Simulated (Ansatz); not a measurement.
# BBi: a single-point run

Wanted: a converged single-point run for BBi, and a check of what comes out. The structure is shown as the input types it. The cell is built on a prototype (zincblende) and needn't be the phase found in nature.

Program: Ansatz 0.2.0. Level of theory: density functional or hybrid calculation with the settings of its input, plane waves (as first typed). These are calculated values, not measurements.

2 further runs of the same task are left out: 2 that didn't finish.

### 1 The structure to begin with

The structure is cubic, space group F-43m (No. 216). The conventional cell has a = 5.490 Å, b = 5.490 Å, c = 5.490 Å, α = 90.00°, β = 90.00°, γ = 90.00°. B (site symmetry -43m) is surrounded by 4 Bi at 2.38 Å. Bi (site symmetry -43m) is surrounded by 4 B at 2.38 Å.

As a file:

```xyz
2
Lattice="0.0000 2.7449 2.7449 2.7449 0.0000 2.7449 2.7449 2.7449 0.0000" Properties=species:S:1:pos:R:3 pbc="T T T"
B     0.0000    0.0000    0.0000
Bi    1.3724    1.3724    1.3724
```

### 2 Input and run

input.yaml reads:

```yaml
crystal:
  lattice:
    - [0.0, 2.7448744688, 2.7448744688]
    - [2.7448744688, 0.0, 2.7448744688]
    - [2.7448744688, 2.7448744688, 0.0]
  atoms:
    - { symbol: B, position: [0.0, 0.0, 0.0] }
    - { symbol: Bi, position: [0.25, 0.25, 0.25] }
kpoints:
  mp_grid: { grid: [6, 6, 6] }
hamiltonian:
  xc: pbe
scf:
  occupations: { method: fixed }
  n_extra_bands: 4
  max_iter: 50
output:
  forces: true
  stress: true
  eigenvalues: true
basis:
  ecutrho_ratio: 1
```

The run is started by

```bash
$ ansatz run input.yaml --threads 4 --pin off --max-ram 3686MiB --backend cpu --events-out ev --progress --plain --runs-dir out
```

**Question.** How will this run end, and is anything wrong with its input?

The run converged and reported no error, with warnings (cutoff below recommended). Its log warns: «basis.ecutrho_ratio = 1 (ecutrho = 420 eV) is below the records' recommended 1680 eV»

Look at the input: basis.ecutrho_ratio is 1. The grid or cutoff for the density and potential is too coarse for the wavefunction basis: a density holds Fourier components up to twice the waves' wavevector.

To check: delete basis.ecutrho_ratio (the default then holds).
